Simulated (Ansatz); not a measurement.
# C2H2Cl2Si: vertical ionisation energy

An exercise on one series of results from a longer session: the logs are not shown, and one member is left open.

The runs use Ansatz 0.2.0, Gaussian basis; unrestricted cation, the program's frozen cores in correlated methods.

Levels to be run: UKS PBE-D4/def2-TZVPP; UKS r2SCAN-D4/def2-TZVPP; UKS PBE0-D4/def2-TZVPP; UKS B3LYP-D4/def2-TZVPP; UKS wB97X-V/def2-TZVPP; UKS wB97M-V/def2-TZVPP; UKS B2PLYP/def2-TZVPP; UHF-CCSD(T)/def2-TZVPP; UHF-MP2/def2-QZVPP; extrapolation to the limit; then −ε(HOMO) from the neutral's earlier runs with LDA (SPW92), PBE-D4, revPBE-D4, BLYP-D4, r2SCAN-D4, B97M-V, PBE0-D4, B3LYP-D4, r2SCANh-D4, r2SCAN0-D4, HSE06-D4, BHLYP-D4, CAM-B3LYP-D4, LC-ωPBE, ωB97X-V, ωB97M-V.

## The relaxed structure

An earlier PBE0-D4 in a triple-zeta def2 set relaxation fixed the geometry.

SMILES `C#C[SiH](Cl)Cl`, 7 atoms, charge 0, spin multiplicity 1.

Atoms are counted from 1 here; the program's logs count them from 0.

Bond lengths: C1–C2 1.205 Å, C1–H6 1.066 Å, C2–Si3 1.807 Å, Si3–Cl4 2.037 Å, Si3–Cl5 2.037 Å, Si3–H7 1.472 Å. Angles: C2–C1–H6 179.8°, C1–C2–Si3 179.1°, C2–Si3–Cl4 109.2°, C2–Si3–Cl5 109.2°, C2–Si3–H7 111.4°, Cl4–Si3–Cl5 109.6°, Cl4–Si3–H7 108.7°, Cl5–Si3–H7 108.7°.

Set-up of the first run:

The input, in.yaml:

```yaml
crystal:
  periodic: [false, false, false]
  atoms:
    - {symbol: C, position_ang: [0.222119, -0.669296, 1.881571]}
    - {symbol: C, position_ang: [0.127687, -0.285151, 0.743198]}
    - {symbol: Si, position_ang: [0.012716, 0.282720, -0.968923]}
    - {symbol: Cl, position_ang: [-1.510593, -0.698353, -1.899224]}
    - {symbol: Cl, position_ang: [-0.353686, 2.286184, -0.986877]}
    - {symbol: H, position_ang: [0.302455, -1.008193, 2.889542]}
    - {symbol: H, position_ang: [1.260701, 0.023989, -1.705086]}
basis:
  gaussian: {orbitals: def2-TZVPP}
total_charge: 1
magnetization: {spin_polarized: true, initial_magnetization: 1}
hamiltonian: {xc: pbe, dispersion: d4}
```

On the command line:

```console
> ansatz run in.yaml --threads 2 --pin off --events-out ev --progress --plain --max-ram 32768MiB --backend cpu
```

Steps of the session up to this table: Cation, UKS PBE-D4/def2-TZVPP; Cation, UKS r2SCAN-D4/def2-TZVPP; Cation, UKS PBE0-D4/def2-TZVPP; Cation, UKS B3LYP-D4/def2-TZVPP; Cation, UKS wB97X-V/def2-TZVPP; Cation, UKS wB97M-V/def2-TZVPP; Cation, UKS B2PLYP (frozen core)/def2-TZVPP; Cation, UHF-CCSD(T)/def2-TZVPP; Cation, UHF-MP2/def2-QZVPP.

One of the session's tables, all rows but one given; the rest of the session is left out.

Orbital estimates, from the neutral's runs:

| functional | −ε(HOMO) (eV) |
| --- | --- |
| LDA (SPW92) | 7.71 |
| PBE-D4 | ? |
| revPBE-D4 | 7.46 |
| BLYP-D4 | 7.34 |
| r2SCAN-D4 | 7.81 |
| B97M-V | 7.81 |
| PBE0-D4 | 8.79 |
| B3LYP-D4 | 8.52 |
| r2SCANh-D4 | 8.27 |
| r2SCAN0-D4 | 8.98 |
| HSE06-D4 | 8.39 |
| BHLYP-D4 | 9.86 |
| CAM-B3LYP-D4 | 10.14 |
| LC-ωPBE | 11.62 |
| ωB97X-V | 11.18 |
| ωB97M-V | 11.04 |

Estimate the missing values for PBE-D4.

The run gave: −ε(HOMO) (eV): 7.53. In the column «−ε(HOMO) (eV)» it lies between revPBE-D4 (7.46) and LDA (SPW92) (7.71).
